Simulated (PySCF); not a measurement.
# C8H5Cl: the cost of one run

Computed with PySCF 2.14.0 and routines of our own; the level stands in each step. Atoms count from 0.

## 1. The starting structure

14 atoms, charge 0, multiplicity 1; geometry from: GFN2-xTB.

## 2. Geometry optimisation at BHandHLYP/def2-SV(P)

What the job is given:

```
{"job": {"xc": "BHandHLYP", "basis": "def2-SV(P)", "grid": 1, "kind": "geom"}, "charge": 0, "multiplicity": 1}
Cl     2.140442     2.494948    -0.447419
C      1.473320     0.953623    -0.192124
C      2.133707    -0.217256    -0.032621
C      1.159074    -1.289722     0.159957
C     -0.082177    -0.750931     0.114954
C     -1.506831    -1.041611     0.203151
C     -2.160598     0.127504     0.044508
C     -1.197145     1.216907    -0.151741
C      0.040203     0.676479    -0.106953
H      3.197159    -0.362631    -0.041537
H      1.434834    -2.318855     0.308936
H     -1.934566    -2.012827     0.364731
H     -3.224195     0.278361     0.054654
H     -1.473905     2.245536    -0.300662
```

Command:

```console
> OMP_NUM_THREADS=1 python excited_run.py task.json out
```

The driver reads the jobs from task.json and runs them one after another.

Q: Estimate the wall time and peak memory of this first job on 1 thread of Intel Xeon Platinum 8488C, shared host.

About 51 s, with a peak of 0.6 GiB.
